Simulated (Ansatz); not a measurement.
The system is SrMg3.

```
CELL_PARAMETERS angstrom
3.56868 0.00000 0.00000
-1.78434 3.09057 0.00000
0.00000 0.00000 10.94239
ATOMIC_POSITIONS crystal
Sr 0.66667 0.33333 0.50000
Mg 0.00000 0.00000 0.77182
Mg 0.00000 0.00000 0.22818
Mg 0.66667 0.33333 0.00000
```

The cell comes from a database or a generator and needn't be the stable form of this composition.

- Program: Ansatz 0.2.0
- Task: relaxation of cell and atoms
- Functional: PBE
- Potentials or basis: Ansatz PAW
- Cutoff: 420 eV (not typed: the program's choice for these potentials)
- k mesh: 9 × 9 × 3
- Occupations: fermi-dirac, width 0.05 eV
- Spin: no spin polarisation

At the start: volume 30.17 Å³/atom.

Question: Where does the relaxation end?

Answer: It ends after 8 steps and the volume is 30.98 Å³/atom (+2.7 %); space group P-6m2 (No. 187, to 0.05 Å).

The path:
```csv
step,energy change (eV),largest force (eV/Å),volume (Å³)
1,0.0000,0.0666,120.69
2,-0.0050,0.0262,120.90
3,-0.0190,0.0858,124.39
4,-0.0212,0.0330,124.08
5,-0.0219,0.0018,123.99
6,-0.0223,0.0047,123.93
7,-0.0224,0.0001,123.91
8,-0.0224,0.0001,123.91
```

Final structure:
```yaml
crystal:
  lattice:
    - [3.68819, 0.00000, 0.00000]
    - [-1.84410, 3.19407, 0.00000]
    - [0.00000, 0.00000, 10.51876]
  atoms:
    - { symbol: Sr, position: [0.66667, 0.33333, 0.50000] }
    - { symbol: Mg, position: [0.00000, 0.00000, 0.77714] }
    - { symbol: Mg, position: [0.00000, 0.00000, 0.22286] }
    - { symbol: Mg, position: [0.66667, 0.33333, 0.00000] }
```

Caveat: the plane-wave basis is chosen anew once the cell has moved, so the energies of steps on either side of that aren't comparable.
